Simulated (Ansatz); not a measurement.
The system is CsBa3.

```
CELL_PARAMETERS angstrom
6.60437 0.00000 0.00000
0.00000 6.60437 0.00000
0.00000 0.00000 6.60437
ATOMIC_POSITIONS crystal
Ba 0.50000 0.50000 0.00000
Ba 0.50000 0.00000 0.50000
Ba 0.00000 0.50000 0.50000
Cs 0.00000 0.00000 0.00000
```

The cell comes from a database or a generator and needn't be the stable form of this composition.

- Program: Ansatz 0.2.0
- Task: single point
- Functional: PBE
- Potentials or basis: Ansatz PAW
- Cutoff: 420 eV (not typed: the program's choice for these potentials)
- k mesh: 4 × 4 × 4
- Occupations: fermi-dirac, width 0.05 eV
- Spin: no spin polarisation

On this cell: pressure -0.1 GPa; largest force zero by symmetry; band gap on the k mesh none (metal or under the smearing width).

The same run follows on a disturbed copy (atoms moved at random, drawn with an rms of 0.05 Å):

```
Ba Cs
1.0
     6.60437    0.00000    0.00000
     0.00000    6.60437    0.00000
     0.00000    0.00000    6.60437
Ba Cs
3 1
Direct
  0.50224 0.49663 0.99256
  0.49935 0.00890 0.50324
  0.99574 0.50940 0.50216
  0.99938 0.99716 0.00499
```

What does the disturbed cell give?

The energy (extrapolated to zero smearing) moves by +1.8 meV/atom; pressure 0.0 GPa; largest force 0.102 eV/Å; band gap on the k mesh none (metal or under the smearing width).

Forces in eV/Å, atoms in the order of the input:
```
Ba  -0.038  0.055  0.077
Ba  -0.014 -0.043 -0.037
Ba   0.039 -0.051 -0.028
Cs   0.012  0.038 -0.011
```
